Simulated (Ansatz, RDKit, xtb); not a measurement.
**C4HClN2S: which of the isomers drawn lies lowest?**

Which of a sample of isomers of C4HClN2S is the most stable in the gas at 298.15 K, and what are its properties? The sample is small against all isomers, and the most stable one of this formula need not be in it.

The funnel: GFN2-xTB relaxations, single points with a density functional, relaxations at PBE-D3(BJ)/def2-SVP, harmonic vibrations (at GFN2-xTB), and a last energy at a higher level. All values are calculated.

### Step 1. Possible bonding patterns

Isomers were taken from a list of plausible structures; this is a sample, not all of them. That gives 8 candidates.

| label | SMILES | spin |
| --- | --- | --- |
| c151 | N#Cc1scnc1Cl | singlet |
| c192 | N#Cc1nc(Cl)cs1 | singlet |
| c271 | C#Cc1nnsc1Cl | singlet |
| c344 | C#Cc1nc(Cl)ns1 | singlet |
| c489 | N#Cc1ncsc1Cl | singlet |
| c491 | N#Cc1cnsc1Cl | singlet |
| c521 | C#Cc1nsc(Cl)n1 | singlet |
| c928 | N#Cc1cc(Cl)sn1 | singlet |

Candidates are built by distance geometry, with a force field where one applies, in up to four conformers (letters a to d).

Q: Predict the outcome of this search (final energies at CCSD(T)/def2-SVP + MP2/def2-TZVPP - MP2/def2-SVP).

| quantity | value |
| --- | --- |
| lowest structure found | N#Cc1scnc1Cl, singlet |
| next finalist | N#Cc1nc(Cl)cs1, singlet, 1.8 kcal/mol higher in G |
| share at equilibrium, among the finalists | 94.6 % |

`N#Cc1scnc1Cl` comes out lowest. The margin, 1.8 kcal/mol, is modest. GFN2-xTB, HF/STO-3G, r2SCAN-D4/def2-SVP, PBE-D3(BJ)/def2-SVP, HF/def2-SVP and MP2/def2-SVP already put its bonding pattern lowest among the structures in one piece. The search is not exhaustive (a finite list of starts, one conformer a finalist), so a lower isomer can't be ruled out. Only 8 drawn patterns were tried, so whole families of isomers are missing, and the result ranks this sample alone. The lowest isomer need not be the one that is made and kept in a bottle, which depends on barriers.
